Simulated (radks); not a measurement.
# Ionisation of Nd¹⁷⁺: one atom, several choices of relativity

An exercise on one series of results from a longer session: the logs are not shown, and one member is left open.

The numbers are computed with radks (a radial shooting solver on a logarithmic mesh, Libxc functionals) version 1 (Kohn-Sham, PBE, spin-unpolarised, spherical densities), except any that are marked as measured or tabulated.

**What is computed**

```
element       : neodymium (Z = 60)
charge        : +17
electrons     : 43
configuration : [Kr] 4d7
ion           : Nd¹⁸⁺, [Kr] 4d6
choices       : non-relativistic; scalar-relativistic; Dirac, 2j+1 shares; Dirac, low j first; scalar-relativistic, finite nucleus; Dirac, 2j+1 shares, finite nucleus; Dirac, c × 10; Dirac, c × 2; Dirac, c × 1.5
```

The first run:

The run's settings:

```text
Z 60
configuration [Kr] 4d7
relativity non-relativistic
functional pbe,pbe
spin unpolarised
nucleus point
```

Among the steps run: non-relativistic: Nd¹⁷⁺.

One table of the session follows, with a row left open; its other results are not shown here.

It belongs to the step «non-relativistic: Nd¹⁷⁺». From the orbitals of this run (lengths in bohr):

| level | <r> | outermost maximum (interpolated) | 90 % within | nodes |
| --- | --- | --- | --- | --- |
| 2s | 0.1081 | 0.0921 | 0.166 | 1 |
| 2p | ? | ? | ? | ? |
| 3s | 0.2807 | 0.258 | 0.410 | 2 |
| 3p | 0.2704 | 0.245 | 0.403 | 1 |
| 3d | 0.2414 | 0.197 | 0.376 | 0 |
| 4s | 0.6112 | 0.582 | 0.869 | 3 |
| 4p | 0.6207 | 0.586 | 0.891 | 2 |
| 4d | 0.6378 | 0.589 | 0.937 | 1 |

Estimate the missing values for 2p.

As computed: <r>: 0.09180; outermost maximum (interpolated): 0.0718; 90 % within: 0.148; nodes: 0. In the column «<r>» it is the lowest.

Limits of these values: Spin polarisation and multiplet splitting of open shells are left out at every level.
